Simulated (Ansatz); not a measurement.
## Molecular dynamics of HW12C12N

input.yaml

```yaml
crystal:
  lattice:
    - [5.71902, 0.0, 0.0]
    - [0.0, 5.61268, 0.0]
    - [0.0, 0.0, 20.603755]
  atoms:
    - { symbol: W, position: [0.0, 0.0, 0.0485348] }
    - { symbol: C, position: [0.0, 0.25, 0.1286629] }
    - { symbol: W, position: [0.25, 0.0, 0.1687269] }
    - { symbol: C, position: [0.25, 0.25, 0.248855] }
    - { symbol: W, position: [0.0, 0.0, 0.288919] }
    - { symbol: C, position: [0.0, 0.25, 0.3690471] }
    - { symbol: W, position: [0.0, 0.5, 0.0485348] }
    - { symbol: C, position: [0.0, 0.75, 0.1286629] }
    - { symbol: W, position: [0.25, 0.5, 0.1687269] }
    - { symbol: C, position: [0.25, 0.75, 0.248855] }
    - { symbol: W, position: [0.0, 0.5, 0.288919] }
    - { symbol: C, position: [0.0, 0.75, 0.3690471] }
    - { symbol: W, position: [0.5, 0.0, 0.0485348] }
    - { symbol: C, position: [0.5, 0.25, 0.1286629] }
    - { symbol: W, position: [0.75, 0.0, 0.1687269] }
    - { symbol: C, position: [0.75, 0.25, 0.248855] }
    - { symbol: W, position: [0.5, 0.0, 0.288919] }
    - { symbol: C, position: [0.5, 0.25, 0.3690471] }
    - { symbol: W, position: [0.5, 0.5, 0.0485348] }
    - { symbol: C, position: [0.5, 0.75, 0.1286629] }
    - { symbol: W, position: [0.75, 0.5, 0.1687269] }
    - { symbol: C, position: [0.75, 0.75, 0.248855] }
    - { symbol: W, position: [0.5, 0.5, 0.288919] }
    - { symbol: C, position: [0.5, 0.75, 0.3690471] }
    - { symbol: "N", position: [0.7369724, 0.2494918, 0.520648] }
    - { symbol: H, position: [0.7204507, 0.2553251, 0.5706389] }
basis:
  ecutwfc: 420.0
kpoints:
  mp_grid: { grid: [2, 2, 1] }
hamiltonian:
  xc: pbe
  pseudopotentials: { kind: paw, azcp: { folder: soft_1 } }
scf:
  occupations: { method: fermi_dirac, width: 0.15 }
  lower_state_search: "off"
md:
  timestep: 0.5
  n_steps: 270
  ensemble: nve
  initial_velocities: zero
  seed: 633635
  initial_site_velocities:
    - { site: 24, velocity: [0.0, 0.0, -0.043907] }
    - { site: 25, velocity: [0.0, 0.0, -0.043907] }
  constraints: [{ sites: [0, 6, 12, 18] }]
```

Command:

```bash
$ ansatz run input.yaml --threads 2 --pin off --max-ram 5120MiB --backend cpu --events-out ev --progress --plain --runs-dir out
```

It starts from an unrelaxed structure (largest force component 3.17 eV/Å).

Output, in part (step lines):

```
md step     0: t =     0.00 fs  T =   527.5 K  F+E_penalty+E_count = -128010.27867002 eV  E_kin = 1.500036 eV  conserved = -128008.77863439 eV  (17 SCF iters)
md step     1: t =     0.50 fs  T =   530.0 K  F+E_penalty+E_count = -128010.28576439 eV  E_kin = 1.507119 eV  conserved = -128008.77864490 eV  (8 SCF iters)
md step     2: t =     1.00 fs  T =   534.3 K  F+E_penalty+E_count = -128010.29811080 eV  E_kin = 1.519438 eV  conserved = -128008.77867322 eV  (8 SCF iters)
md step     3: t =     1.50 fs  T =   540.3 K  F+E_penalty+E_count = -128010.31525599 eV  E_kin = 1.536548 eV  conserved = -128008.77870771 eV  (10 SCF iters)
md step     4: t =     2.00 fs  T =   547.8 K  F+E_penalty+E_count = -128010.33663725 eV  E_kin = 1.557902 eV  conserved = -128008.77873549 eV  (10 SCF iters)
md step     5: t =     2.50 fs  T =   556.7 K  F+E_penalty+E_count = -128010.36178921 eV  E_kin = 1.583041 eV  conserved = -128008.77874833 eV  (5 SCF iters)
md step     6: t =     3.00 fs  T =   566.8 K  F+E_penalty+E_count = -128010.39048949 eV  E_kin = 1.611745 eV  conserved = -128008.77874423 eV  (6 SCF iters)
md step     7: t =     3.50 fs  T =   578.1 K  F+E_penalty+E_count = -128010.42279615 eV  E_kin = 1.644069 eV  conserved = -128008.77872668 eV  (6 SCF iters)
[... lines left out ...]
md step   270: t =   135.00 fs  T =  3263.9 K  F+E_penalty+E_count = -128018.06362239 eV  E_kin = 9.281696 eV  conserved = -128008.78192644 eV  (8 SCF iters)
```

The steps, from the saved trajectory:

```json
{"time (fs)": "0", "T (K)": "527", "potential energy less start (eV)": "0.000", "conserved less start (meV/atom)": "0.00"}
{"time (fs)": "4.5", "T (K)": "605", "potential energy less start (eV)": "-0.221", "conserved less start (meV/atom)": "0.00"}
{"time (fs)": "9", "T (K)": "792", "potential energy less start (eV)": "-0.752", "conserved less start (meV/atom)": "-0.01"}
{"time (fs)": "13.5", "T (K)": "1014", "potential energy less start (eV)": "-1.385", "conserved less start (meV/atom)": "-0.02"}
{"time (fs)": "18", "T (K)": "1143", "potential energy less start (eV)": "-1.751", "conserved less start (meV/atom)": "-0.04"}
{"time (fs)": "22.5", "T (K)": "1101", "potential energy less start (eV)": "-1.632", "conserved less start (meV/atom)": "-0.02"}
{"time (fs)": "27", "T (K)": "1076", "potential energy less start (eV)": "-1.559", "conserved less start (meV/atom)": "0.02"}
{"time (fs)": "31.5", "T (K)": "1461", "potential energy less start (eV)": "-2.655", "conserved less start (meV/atom)": "0.03"}
{"time (fs)": "36", "T (K)": "2396", "potential energy less start (eV)": "-5.313", "conserved less start (meV/atom)": "-0.01"}
{"time (fs)": "40.5", "T (K)": "3412", "potential energy less start (eV)": "-8.218", "conserved less start (meV/atom)": "-0.57"}
{"time (fs)": "45", "T (K)": "2155", "potential energy less start (eV)": "-4.622", "conserved less start (meV/atom)": "0.26"}
{"time (fs)": "49.5", "T (K)": "3076", "potential energy less start (eV)": "-7.250", "conserved less start (meV/atom)": "-0.11"}
{"time (fs)": "54", "T (K)": "2278", "potential energy less start (eV)": "-4.973", "conserved less start (meV/atom)": "0.22"}
{"time (fs)": "58.5", "T (K)": "3066", "potential energy less start (eV)": "-7.227", "conserved less start (meV/atom)": "-0.31"}
{"time (fs)": "63", "T (K)": "2838", "potential energy less start (eV)": "-6.567", "conserved less start (meV/atom)": "0.15"}
{"time (fs)": "67.5", "T (K)": "3358", "potential energy less start (eV)": "-8.053", "conserved less start (meV/atom)": "-0.16"}
{"time (fs)": "72", "T (K)": "3220", "potential energy less start (eV)": "-7.669", "conserved less start (meV/atom)": "-0.51"}
{"time (fs)": "76.5", "T (K)": "2334", "potential energy less start (eV)": "-5.137", "conserved less start (meV/atom)": "0.01"}
{"time (fs)": "81", "T (K)": "3565", "potential energy less start (eV)": "-8.665", "conserved less start (meV/atom)": "-1.03"}
{"time (fs)": "85.5", "T (K)": "3109", "potential energy less start (eV)": "-7.341", "conserved less start (meV/atom)": "-0.02"}
{"time (fs)": "90", "T (K)": "2851", "potential energy less start (eV)": "-6.607", "conserved less start (meV/atom)": "0.05"}
{"time (fs)": "94.5", "T (K)": "3701", "potential energy less start (eV)": "-9.036", "conserved less start (meV/atom)": "-0.38"}
{"time (fs)": "99", "T (K)": "3453", "potential energy less start (eV)": "-8.318", "conserved less start (meV/atom)": "0.05"}
{"time (fs)": "103.5", "T (K)": "2220", "potential energy less start (eV)": "-4.731", "conserved less start (meV/atom)": "3.11"}
{"time (fs)": "108", "T (K)": "3216", "potential energy less start (eV)": "-7.646", "conserved less start (meV/atom)": "0.00"}
{"time (fs)": "112.5", "T (K)": "3079", "potential energy less start (eV)": "-7.257", "conserved less start (meV/atom)": "-0.07"}
{"time (fs)": "117", "T (K)": "2661", "potential energy less start (eV)": "-6.067", "conserved less start (meV/atom)": "-0.01"}
{"time (fs)": "121.5", "T (K)": "2651", "potential energy less start (eV)": "-6.040", "conserved less start (meV/atom)": "-0.03"}
{"time (fs)": "126", "T (K)": "2854", "potential energy less start (eV)": "-6.619", "conserved less start (meV/atom)": "-0.09"}
{"time (fs)": "130.5", "T (K)": "2823", "potential energy less start (eV)": "-6.527", "conserved less start (meV/atom)": "-0.02"}
{"time (fs)": "135", "T (K)": "3264", "potential energy less start (eV)": "-7.785", "conserved less start (meV/atom)": "-0.13"}
```

All steps were run. The conserved energy stayed within 3.2 meV per atom of its start (net change -0.13 meV per atom), so there is no drift, though single steps change it by up to 100 meV in the whole system, a sign of fast motions only just resolved. A run of 0.14 ps of so small a system gives no equilibrium averages. Limits of this set-up: coarse k mesh, slab without dipole correction.

Mean squared displacements from the first frame to the last: W 0.01 Å², C 1.00 Å², N 2.45 Å², H 128.27 Å².

Last frame:

```xyz
26
Lattice="5.7190 0.0000 0.0000 0.0000 5.6127 0.0000 0.0000 0.0000 20.6038" Properties=species:S:1:pos:R:3
W 0.000 0.000 1.000
C -0.007 1.395 2.546
W 1.444 -0.053 3.487
C 1.320 1.474 5.375
W -0.047 -0.052 6.045
C -1.927 0.928 9.841
W 0.000 2.806 1.000
C -0.025 4.213 2.528
W 1.445 2.843 3.487
C 1.376 4.226 5.032
W -0.058 2.874 6.045
C 0.613 4.246 7.590
W 2.860 0.000 1.000
C 2.883 1.406 2.573
W 4.289 -0.005 3.501
C 4.126 1.450 5.489
W 2.925 -0.117 6.083
C 1.509 1.260 6.954
W 2.860 2.806 1.000
C 2.909 4.210 2.531
W 4.285 2.802 3.494
C 4.173 4.154 5.016
W 2.969 2.971 6.166
C 3.058 4.278 7.649
N 4.662 1.428 9.229
H 15.234 -0.281 10.413
```

The run took 39 min on 2 threads of Arm Neoverse V2, on a shared host, peak memory 1.6 GiB.
